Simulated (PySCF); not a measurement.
# C6H15ClSeSi (Me2SiCl(SeBu)): the cost of one run

Programs: PySCF 2.14.0, with routines of our own; each step states its level. All values are computed. Atoms count from 0.

### 1 The starting structure

24 atoms, charge 0, multiplicity 1; geometry from: GFN2-xTB.

### 2 Geometry optimisation at PBE0-D3(BJ)/def2-SVP

Job settings and geometry (Å):

```
{"job": {"xc": "PBE0", "basis": "def2-SVP", "d3": "d3bj", "grid": 1, "maxiter": 30, "shake": 0.01, "kind": "geom"}, "charge": 0, "multiplicity": 1}
C     -4.384690    -0.520260    -0.154400
C     -3.052280     0.050760     0.255450
C     -1.941330    -0.532790    -0.601230
C     -0.538120     0.015430    -0.168980
Se     0.881870    -0.773170    -1.270470
Si     2.650680    -0.010940     0.016420
C      4.196850    -0.973920    -0.568200
C      2.852540     1.881170    -0.157950
Cl     2.293500    -0.425540     2.003110
H     -4.619490    -0.244460    -1.185080
H     -4.431600    -1.580680    -0.051420
H     -5.187430    -0.078620     0.471830
H     -3.075310     1.153670     0.147770
H     -2.880650    -0.178300     1.315590
H     -1.922120    -1.629950    -0.494840
H     -2.094120    -0.278680    -1.638160
H     -0.521620     1.107080    -0.292360
H     -0.364800    -0.235650     0.878510
H      4.333410    -0.844050    -1.632890
H      5.056540    -0.627150    -0.049990
H      4.057400    -2.035440    -0.392160
H      1.997730     2.371400     0.282180
H      2.897690     2.175220    -1.219870
H      3.731070     2.234450     0.334830
```

Command:

```bash
$ OMP_NUM_THREADS=1 python heavy_run.py task.json out
```

The driver reads the jobs from task.json and runs them one after another.

Q: Estimate the wall time and peak memory of this first job on 1 thread of AMD EPYC 9R45, shared host.

About 2.4 min, with a peak of 1.4 GiB.
